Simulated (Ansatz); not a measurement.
**InSi₂H₇: basis-set convergence**

Aim: see how fast density functionals converge with the basis set for InSi₂H₇.

The runs use Ansatz 0.2.0, Gaussian basis; one geometry, several basis sets.

The runs, in order: PBE0-D4/def2-SVP; ωB97M-V/def2-SVP; PBE0-D4/def2-QZVPP; ωB97M-V/def2-QZVPP; the functionals' def2-TZVPP values are taken from earlier runs.

### 1 Structure used throughout

All runs share one geometry, relaxed beforehand with PBE0-D4 in a triple-zeta def2 set. In takes the def2 core potential; no spin-orbit term is included.

SMILES `[SiH3][SiH2][InH2]`, 10 atoms, charge 0, spin multiplicity 1.

Atoms are counted from 1 here; the program's logs count them from 0.

Bond lengths: Si1–Si2 2.339 Å, Si1–H4 1.488 Å, Si1–H5 1.489 Å, Si1–H6 1.489 Å, Si2–In3 2.571 Å, Si2–H7 1.491 Å, Si2–H8 1.492 Å, In3–H9 1.728 Å, In3–H10 1.728 Å. Angles: Si2–Si1–H4 112.1°, Si2–Si1–H5 109.8°, Si2–Si1–H6 109.9°, H4–Si1–H5 108.5°, H4–Si1–H6 108.5°, H5–Si1–H6 108.0°, Si1–Si2–In3 110.2°, Si1–Si2–H7 108.2°, Si1–Si2–H8 107.8°, In3–Si2–H7 111.8°, In3–Si2–H8 111.1°, H7–Si2–H8 107.6°, Si2–In3–H9 121.0°, Si2–In3–H10 120.2°, H9–In3–H10 118.8°.

### 2 PBE0-D4 in def2-SVP

File in.yaml:

```yaml
crystal:
  periodic: [false, false, false]
  atoms:
    - {symbol: Si, position_ang: [-1.450944, 0.732259, -0.821554]}
    - {symbol: Si, position_ang: [0.023051, -0.982688, -0.222448]}
    - {symbol: In, position_ang: [1.884772, -0.062652, 1.293106]}
    - {symbol: H, position_ang: [-2.541053, 0.248652, -1.711493]}
    - {symbol: H, position_ang: [-0.707741, 1.812139, -1.527488]}
    - {symbol: H, position_ang: [-2.065690, 1.320537, 0.400466]}
    - {symbol: H, position_ang: [-0.761329, -2.056895, 0.451787]}
    - {symbol: H, position_ang: [0.588689, -1.557908, -1.477336]}
    - {symbol: H, position_ang: [1.761404, -0.160929, 3.013879]}
    - {symbol: H, position_ang: [3.268842, 0.707495, 0.601081]}
basis:
  gaussian: {orbitals: def2-SVP}
hamiltonian: {xc: pbe0, dispersion: d4}
output: {orbitals: {seedname: orbitals}}
```

After this run come: ωB97M-V in def2-SVP; PBE0-D4 in def2-QZVPP; ωB97M-V in def2-QZVPP.

**Question.** What will the summary of the whole plan be? Wanted: PBE0-D4: double and triple zeta above quadruple; ωB97M-V: double and triple zeta above quadruple.

The runs gave:

```
                                       quantity          value
PBE0-D4: double and triple zeta above quadruple  6.35, 0.57 eV
ωB97M-V: double and triple zeta above quadruple  6.44, 0.55 eV
```

In words: PBE0-D4 gains 5.77 eV from double to triple zeta, then 0.57 eV more. Total energies overstate the basis error of differences, where much of it tends to cancel.
